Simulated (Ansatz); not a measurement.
# TiAl6Ni5: the cost of one run

Program: Ansatz 0.2.0. Level of theory: DFT PBE, scalar-relativistic, plane waves, PAW. These are calculated values, not measurements.

## 1. The starting structure

It takes space group P4/mmm (No. 123, tetragonal). Conventional cell: a = 4.209 Å, b = 4.209 Å, c = 8.930 Å, α = 90.00°, β = 90.00°, γ = 90.00°. Ti (site symmetry 4/mmm) is surrounded by 8 Al at 2.58 Å. Al (site symmetry mmm) has 8 Ni at 2.58 Å in its first shell of neighbours. Al (site symmetry 2mm) is surrounded by 6 Ni at 2.58 Å and 2 Ti at 2.58 Å. Around Ni (site symmetry 4mm) lie 8 Al at 2.58 Å. Ni (site symmetry 4/mmm) is surrounded by 8 Al at 2.58 Å.

As a file:

```cif
data_structure
_symmetry_space_group_name_H-M 'P 1'
_symmetry_Int_Tables_number 1
_cell_length_a 4.2094
_cell_length_b 4.2094
_cell_length_c 8.9296
_cell_angle_alpha 90.000
_cell_angle_beta 90.000
_cell_angle_gamma 90.000
_cell_volume 158.23
loop_
_atom_site_label
_atom_site_type_symbol
_atom_site_fract_x
_atom_site_fract_y
_atom_site_fract_z
_atom_site_occupancy
Ti1 Ti 0.50000 0.50000 0.50000 1
Al1 Al 0.00000 0.50000 0.00000 1
Al2 Al 0.50000 0.00000 0.00000 1
Al3 Al 0.00000 0.50000 0.33333 1
Al4 Al 0.50000 0.00000 0.33333 1
Al5 Al 0.00000 0.50000 0.66667 1
Al6 Al 0.50000 0.00000 0.66667 1
Ni1 Ni 0.50000 0.50000 0.16667 1
Ni2 Ni 0.00000 0.00000 0.16667 1
Ni3 Ni 0.00000 0.00000 0.50000 1
Ni4 Ni 0.50000 0.50000 0.83333 1
Ni5 Ni 0.00000 0.00000 0.83333 1
```

The start is an ordering of an alloy on its end members' structure types: elements ordered on the sites of the AlNi type, Ti/Ni on Ni (P4/mmm, No. 123).

## 2. Probe: one point on a coarse mesh

Input file input.yaml:

```yaml
crystal:
  lattice:
    - [4.20944768, 0.0, 0.0]
    - [0.0, 4.20944768, 0.0]
    - [0.0, 0.0, 8.929587]
  atoms:
    - { symbol: Ti, position: [0.5, 0.5, 0.5] }
    - { symbol: Al, position: [0.0, 0.5, 0.0] }
    - { symbol: Al, position: [0.5, 0.0, 0.0] }
    - { symbol: Al, position: [0.0, 0.5, 0.33333333] }
    - { symbol: Al, position: [0.5, 0.0, 0.33333333] }
    - { symbol: Al, position: [0.0, 0.5, 0.66666667] }
    - { symbol: Al, position: [0.5, 0.0, 0.66666667] }
    - { symbol: Ni, position: [0.5, 0.5, 0.16666667], spin: 2.0 }
    - { symbol: Ni, position: [0.0, 0.0, 0.16666667], spin: 2.0 }
    - { symbol: Ni, position: [0.0, 0.0, 0.5], spin: 2.0 }
    - { symbol: Ni, position: [0.5, 0.5, 0.83333333], spin: 2.0 }
    - { symbol: Ni, position: [0.0, 0.0, 0.83333333], spin: 2.0 }
basis:
  ecutwfc: 420
kpoints:
  mp_grid: { grid: [4, 4, 2] }
hamiltonian:
  xc: pbe
scf:
  occupations: { method: gaussian, width: 0.1 }
  lower_state_search: "off"
output:
  forces: true
  stress: true
  eigenvalues: true
  populations: true
magnetization:
  spin_polarized: true
```

Started as:

```
> ansatz run input.yaml --threads 4 --pin off --max-ram 8192MiB --backend cpu --events-out ev --progress --plain --runs-dir out
```

**Question.** How long does this run take on 4 threads of Intel Xeon at 2.50GHz (Skylake/Cascade Lake), shared host, and how much memory does it need?

About 64 s, with a peak of 0.76 GiB.
